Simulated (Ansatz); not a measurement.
# AsI3: one species, many methods

Aim: compute AsI3 with functionals from several rungs and with coupled cluster. The yardstick is the atomisation energy at the CCSD(T) limit.

Program: Ansatz 0.2.0, Gaussian basis. Level of theory: functionals in def2-TZVPP, the program's frozen cores in correlated methods. These are calculated values, not measurements.

Plan: LDA (SPW92), PBE-D4, revPBE-D4, BLYP-D4, r2SCAN-D4, B97M-V, PBE0-D4, B3LYP-D4, r2SCANh-D4, r2SCAN0-D4, HSE06-D4, BHLYP-D4, CAM-B3LYP-D4, LC-ωPBE, ωB97X-V, ωB97M-V, B2PLYP, PBE-QIDH; CCSD(T)/def2-SVP; CCSD(T)/def2-TZVPP; MP2/def2-QZVPP; extrapolation to the limit; RPA on PBE.

1 further run of the same task is left out (for a known fault of the program).

## Step 1: The geometry

All runs share one geometry, relaxed beforehand with PBE0-D4 in a triple-zeta def2 set. I takes the def2 core potential; no spin-orbit term is included.

SMILES `I[As](I)I`, 4 atoms, charge 0, spin multiplicity 1.

Atoms are counted from 1 here; the program's logs count them from 0.

Bond lengths: I1–As2 2.551 Å, As2–I3 2.551 Å, As2–I4 2.551 Å. Angles: I1–As2–I3 101.2°, I1–As2–I4 101.2°, I3–As2–I4 101.2°.

## Step 2: LDA

This LDA is Slater exchange with PW92 correlation.

in.yaml reads:

```yaml
crystal:
  periodic: [false, false, false]
  atoms:
    - {symbol: I, position_ang: [0.807203, 0.749741, 2.013557]}
    - {symbol: As, position_ang: [-0.790147, -0.214265, 0.273223]}
    - {symbol: I, position_ang: [0.629921, -2.085466, -0.722504]}
    - {symbol: I, position_ang: [-0.646979, 1.549991, -1.564266]}
basis:
  gaussian: {orbitals: def2-TZVPP}
hamiltonian: {xc: lda}
output: {orbitals: {seedname: orbitals}}
```

Command:

```
ansatz run in.yaml --threads 4 --pin off --events-out ev --progress --plain --max-ram 10444MiB
```

The runs that follow: PBE-D4 (GGA); revPBE-D4 (GGA); BLYP-D4 (GGA); r2SCAN-D4 (meta-GGA); B97M-V (meta-GGA); PBE0-D4 (hybrid); B3LYP-D4 (hybrid); r2SCANh-D4 (hybrid); r2SCAN0-D4 (hybrid); HSE06-D4 (hybrid); BHLYP-D4 (hybrid); CAM-B3LYP-D4 (range-separated); LC-ωPBE (range-separated); ωB97X-V (range-separated); ωB97M-V (range-separated); B2PLYP (double hybrid); PBE-QIDH (double hybrid); CCSD(T) in def2-SVP; CCSD(T) in def2-TZVPP; MP2 in def2-QZVPP; RPA on PBE orbitals.

**Question.** What will the summary of the whole plan be? Wanted: atomisation energy, CCSD(T)/CBS; farthest beyond LDA; mean size of error, GGA; mean size of error, meta-GGA; mean size of error, hybrid; mean size of error, range-separated; mean size of error, double hybrid; gap, smallest and largest; T1 diagnostic.

**Answer**, as computed:

```
                               quantity                                     value
        atomisation energy, CCSD(T)/CBS                                  7.114 eV
    functionals within 0.071 eV (1.0 %)              r2SCAN-D4, PBE0-D4, HSE06-D4
                    farthest beyond LDA                       LC-ωPBE (-1.104 eV)
                mean size of error, GGA                                  0.278 eV
           mean size of error, meta-GGA                                  0.189 eV
             mean size of error, hybrid                                  0.260 eV
    mean size of error, range-separated                                  0.653 eV
      mean size of error, double hybrid                                  0.450 eV
              gap, smallest and largest  2.77 eV (LDA (SPW92)), 8.79 eV (LC-ωPBE)
                          T1 diagnostic                                    0.0103
triples share of the correlation energy                                     2.7 %
```

In words: The LDA atomisation energy is off by 2.049 eV (29 %): it overbinds. PBE-D4 is off by +0.545 eV. Double hybrids carry the basis error of their MP2 part in triple zeta, and no dispersion term here, so their miss is partly the set-up's. Taken by rung, meta-GGA functionals do best (0.189 eV on average) and range-separated ones worst beyond LDA (0.653 eV). RPA and LDA stand outside this count. Misses under about 0.071 eV are within the doubt on the reference itself, which lacks core-valence correlation, spin-orbit coupling and higher excitations, and its outer-core shells are covered unevenly. All levels share the lack of spin-orbit coupling, which lowers the free heavy atoms and so the true binding. Hartree-Fock recovers 38 % of the binding; the rest is correlation. CCSD(T) in def2-SVP is off by -1.840 eV, which most functionals beat. Orbital gaps span 2.8 to 8.8 eV; exact exchange widens them. Correlated methods include outer-core shells of As, I, which these sets cover unevenly.
